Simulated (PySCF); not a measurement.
**CdI2: singlet, from a PBE0 minimum start**

Aim: relax CdI2 as a singlet from a PBE0 minimum start, check by its vibrations whether the end is a minimum, and collect its spectrum and constants.

Computed with PySCF 2.14.0. Level: PBE0, basis Cd def2-SVP with ECP28, I def2-SVP with ECP28, scalar-relativistic core potentials, no spin–orbit coupling, density fitting.

## (1) Starting geometry

3 atoms, charge 0, spin multiplicity 1.

Bond lengths: Cd1–I2 2.593 Å, Cd1–I3 2.593 Å. Angles: I2–Cd1–I3 180.0°.

```xyz
3
charge 0 multiplicity 1
Cd    0.0000    0.0000    0.0000
I     0.0000    0.0000    2.5934
I     0.0000    0.0000   -2.5934
```

## (2) Finding the electronic state

One driver script runs all steps and calls PySCF; scf.py shows how it sets up the SCF of each step. The optimiser is the driver's own. After this first run the driver tries any further starts and a stability analysis.

Contents of scf.py:

```python
from pyscf import gto, scf, dft
mol = gto.M(atom='''
Cd     0.000000    -0.000000     0.000000
I      0.000000    -0.000000     2.593447
I     -0.000000    -0.000000    -2.593447''',
    basis={'Cd': 'def2-SVP', 'I': 'def2-SVP'},
    ecp={'Cd': 'def2-SVP', 'I': 'def2-SVP'},
    charge=0, spin=0)
mf = dft.RKS(mol, xc='PBE0')
mf.grids.atom_grid = (50, 194)
aux = {'Cd': 'def2-universal-JKFIT', 'I': 'def2-universal-JKFIT'}
mf = mf.density_fit(auxbasis=aux)
mf.conv_tol = 1e-08
mf.diis_space = 10
mf.max_cycle = 60
mf.init_guess = 'huckel'
mf.verbose = 4
mf.kernel()
```

Started as:

```bash
OMP_NUM_THREADS=2 python axn.py task.json out
```

The log of the run:

```text
init E= -763.094302775236
  HOMO = -0.278862488529849  LUMO = -0.137928305679769  gap/eV = 3.83501
cycle= 1 E= -763.05673846045  delta_E= 0.0376  |g|= 0.742  |ddm|= 2.48
  HOMO = -0.282562844208737  LUMO = -0.0267740824266163  gap/eV = 6.96037
cycle= 2 E= -762.927571562082  delta_E= 0.129  |g|= 1.02  |ddm|= 2.56
  HOMO = -0.284140553449648  LUMO = -0.086196971789998  gap/eV = 5.38632
cycle= 3 E= -763.260509954471  delta_E= -0.333  |g|= 0.0815  |ddm|= 1.31
  HOMO = -0.280397547790972  LUMO = -0.0875204219959613  gap/eV = 5.24845
cycle= 4 E= -763.262824831036  delta_E= -0.00231  |g|= 0.0279  |ddm|= 0.165
  HOMO = -0.282093675272988  LUMO = -0.0882862054975835  gap/eV = 5.27377
cycle= 5 E= -763.263017381466  delta_E= -0.000193  |g|= 0.00271  |ddm|= 0.0349
  HOMO = -0.28204875287302  LUMO = -0.087837681167434  gap/eV = 5.28475
cycle= 6 E= -763.263019616972  delta_E= -2.24e-06  |g|= 0.000267  |ddm|= 0.00438
  HOMO = -0.282029532496239  LUMO = -0.0878140794057032  gap/eV = 5.28487
cycle= 7 E= -763.263019646964  delta_E= -3e-08  |g|= 6.48e-05  |ddm|= 0.000562
  HOMO = -0.282019382447294  LUMO = -0.0878106879177034  gap/eV = 5.28469
cycle= 8 E= -763.263019648184  delta_E= -1.22e-09  |g|= 1.61e-05  |ddm|= 0.00015
  HOMO = -0.282023732046083  LUMO = -0.0878146447585744  gap/eV = 5.28470
Extra cycle  E= -763.263019648226  delta_E= -4.23e-11  |g|= 1.19e-05  |ddm|= 4.91e-05
converged SCF energy = -763.263019648226
```

This step, with its further starts and checks, needed 3.1 s of wall time on 2 threads of Intel Xeon 6975P-C (Granite Rapids), shared host.

No lower closed-shell solution turned up in the test of internal stability.

## (3) PBE0 minimum start, singlet: relaxation

The program finds D∞h symmetry in the start, which this walk keeps. The walk stops when the largest gradient is under 0.0003 Eh/bohr and the energy has settled too.

Changes to scf.py since step 2:

```diff
@@ -3,3 +3,3 @@
-Cd     0.000000    -0.000000     0.000000
-I      0.000000    -0.000000     2.593447
-I     -0.000000    -0.000000    -2.593447''',
+Cd     0.000000     0.000000     0.000000
+I      0.000000     0.000000     2.593447
+I      0.000000     0.000000    -2.593447''',
@@ -16 +15,0 @@
-mf.init_guess = 'huckel'
```

Steps of the walk:

```tsv
step	energy (Eh)	change (kJ/mol)	largest symmetric gradient (Eh/bohr)
0	-763.263020	0.00	0.00007
```

The walk took 1.7 s.

After 0 steps and 0.0 kJ/mol it ends at D∞h: Cd–I 2.593 Å (×2); I–Cd–I 180.0°.

## (4) Frequencies

The point is checked on the finer grid, and tightened if its gradient asks for it. The Hessian and the dipole derivatives come from central differences of analytic gradients, with steps of 0.02 bohr.

Changes to scf.py since step 3:

```diff
@@ -10 +10 @@
-mf.grids.atom_grid = (50, 194)
+mf.grids.atom_grid = (75, 302)
@@ -13 +13 @@
-mf.conv_tol = 1e-08
+mf.conv_tol = 1e-10
```

The driver hands on the density of the step before, so the log starts near convergence.

Log of the central SCF (cycles and frontier levels):

```text
init E= -763.262950385615
  HOMO = -0.28202140443068  LUMO = -0.0878132619739764  gap/eV = 5.28467
cycle= 1 E= -763.262950385603  delta_E= 1.18e-11  |g|= 1e-05  |ddm|= 2.45e-05
  HOMO = -0.282020842596387  LUMO = -0.0878144053826864  gap/eV = 5.28463
cycle= 2 E= -763.262950385572  delta_E= 3.12e-11  |g|= 1.4e-05  |ddm|= 3.42e-05
  HOMO = -0.282021170799373  LUMO = -0.0878137393959371  gap/eV = 5.28465
cycle= 3 E= -763.262950385631  delta_E= -5.91e-11  |g|= 2.11e-09  |ddm|= 1.99e-05
  HOMO = -0.282021170247981  LUMO = -0.0878137391638099  gap/eV = 5.28465
Extra cycle  E= -763.262950385631  delta_E= 2.27e-13  |g|= 1.94e-09  |ddm|= 6.44e-09
converged SCF energy = -763.262950385631
```

The whole step took 11 s.

Geometry: D∞h; Cd–I 2.593 Å (×2); I–Cd–I 180.0°.

Harmonic modes (main isotopes):

```csv
symmetry,ω (cm⁻¹),IR (km/mol),μ (u)
πu,57,6.4,117.64
σg+,150,0.0,126.90
σu+,269,35.3,117.64
```

All wavenumbers are real: a minimum.

Properties at this point:

```
Dipole moment                                                   : 0.00 D
Highest occupied level                                          : -7.67 eV
Lowest empty level                                              : -2.39 eV
Rotational constants                                            : 0.009875 cm⁻¹
Zero-point energy                                               : 3.2 kJ/mol
Principal polarisabilities                                      : 53.1, 53.1, 146.0 bohr³
Atomisation energy without zero-point energy                    : 420 kJ/mol
Principal traceless quadrupole moments about the centre of mass : -7.62, 3.81, 3.81 D Å
Entropy at 298.15 K and 1 bar                                   : 323.7 J/(mol K)
Heat capacity Cp at 298.15 K                                    : 60.8 J/(mol K)
Enthalpy at 298.15 K above 0 K                                  : 15.88 kJ/mol
Rotational symmetry number                                      : 2
```

Charges (e) and bond orders:

| atom | Mulliken | Löwdin | polar tensor | Mayer order to Cd1 |
| --- | --- | --- | --- | --- |
| Cd1 | 0.53 | 0.11 | 0.90 | – |
| I2,3 | -0.26 | -0.05 | -0.45 | 1.01 |

Outer orbital energies (eV). occupied: -16.29, -16.19, -10.10, -8.90, -7.98, -7.98, -7.67, -7.67; empty: -2.39, -0.87, -0.87, 2.00.

Mulliken populations on Cd1 (outside its core potential): s 2.94, p 6.50, d 10.03, f 0.00.

## (5) Outcome

```
                                 quantity                             value
                                  minimum                      singlet, D∞h
                                 geometry  Cd–I 2.593 Å (×2); I–Cd–I 180.0°
                       wavenumbers (cm⁻¹)     57 (πu), 150 (σg+), 269 (σu+)
                            dipole moment                            0.00 D
     highest occupied, lowest empty level                   -7.67, -2.39 eV
               polar-tensor charge of Cd1                           +0.90 e
                        zero-point energy                        3.2 kJ/mol
                      entropy at 298.15 K                   323.7 J/(mol K)
atomisation energy (no zero-point energy)                        420 kJ/mol
```

In words: The PBE0 minimum start keeps its D∞h symmetry and ends in a minimum. In the infrared the band at 269 cm⁻¹ (σu+) leads. Cd1 has a polar-tensor charge of +0.9 e (a dipole derivative, not a static charge), yet symmetry cancels the bond dipoles. Only this shape and spin were tried, so other structures or states may lie lower. Whether spin polarisation would lower the closed shell was not checked. Spin–orbit coupling is left out.

The search up to here took 16 s.
